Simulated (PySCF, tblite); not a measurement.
# C5H7ClF radical: geometry, infrared bands and EPR parameters

Aim: predict the infrared bands and EPR parameters of C5H7ClF radical (`[CH2][C@@H]1[C@@H](C)[C@]1(F)Cl`).

The runs use tblite 0.8.0 and PySCF 2.14.0, with density-fitted response routines of our own; the level of theory stands in each step. All values are computed, except where a source is named. Atoms count from 0, in the outputs and in this text.

## Step 1: The starting structure

14 atoms, charge 0, multiplicity 2; geometry from: force field or distance geometry start.

Bonds of the start (Å): C0–C1 1.47, C1–C2 1.49, C2–C3 1.49, C2–C4 1.51, C4–F5 1.39, C4–Cl6 1.76, C4–C1 1.50, C0–H7 1.09, C0–H8 1.08, C1–H9 1.10, C2–H10 1.08, C3–H11 1.10, C3–H12 1.08, C3–H13 1.10.

## Step 2: Geometry optimisation with GFN2-xTB

Job settings and geometry (Å):

```
{"job": {"kind": "relax", "xc": "GFN2-xTB", "basis": "xTB"}, "charge": 0, "multiplicity": 2}
C      2.043300    -0.257300     0.314200
C      0.602600    -0.025600     0.503100
C     -0.282100    -0.087900    -0.694000
C     -1.607500    -0.771700    -0.633500
C     -0.089100     1.218300     0.030700
F     -1.151500     1.655100     0.810800
Cl     0.798900     2.490500    -0.807800
H      2.766000     0.456600     0.709600
H      2.391700    -1.148000    -0.192600
H      0.223400    -0.440800     1.448400
H      0.155300    -0.194900    -1.679300
H     -2.068000    -0.704200     0.368400
H     -2.305000    -0.348300    -1.344800
H     -1.478700    -1.842300    -0.860100
```

Run with:

```console
OMP_NUM_THREADS=1 python probes_run.py task.json out
```

The driver reads the jobs from task.json and runs them one after another.

**Question.** This job is followed by: GFN2-xTB harmonic vibrations, gas phase; UKS B3LYP, pcH-1 on C Cl F H, non-relativistic, mean-field spin-orbit, GIAO. What will the session give for the following? strongest single infrared mode (GFN2-xTB); zero-point energy (GFN2-xTB); g(iso) (B3LYP); ⟨S²⟩; largest a(iso) (averaged by class); potential on the surface of density 0.002 e/bohr³, 1st and 99th percentile.

**Answer**, as computed:

```
                                                                  quantity                 value
                                 strongest single infrared mode (GFN2-xTB)  1014 cm⁻¹, 54 km/mol
                                              zero-point energy (GFN2-xTB)         64.8 kcal/mol
                                                            g(iso) (B3LYP)               2.00320
                                                                      ⟨S²⟩    0.755 (exact 0.75)
                                        largest a(iso) (averaged by class)  13C on C4, 117.4 MHz
potential on the surface of density 0.002 e/bohr³, 1st and 99th percentile    -0.83 V and 1.00 V
```

**Reading.** The optimisation took 76 steps and gained 0.391 eV; among the close pairs (by a distance rule), C1–C2 changed most, from 1.490 to 1.545 Å. No mode is imaginary among the 36: a minimum at this level. The strongest single mode, at 1014 cm⁻¹, has its largest shares on H10, H13 and H11 (the list is cut at 3 atoms). GFN2-xTB is a fitted tight-binding method: band positions and strengths are rough. Its intensities can rank the bands wrongly. Most of the unpaired spin sits on C0 (1.01 e). The isotropic g lies 0.9 ppt above the free-electron value. The conformer search found further structures of the same energy, which may be mirror or relabelled copies of this one.
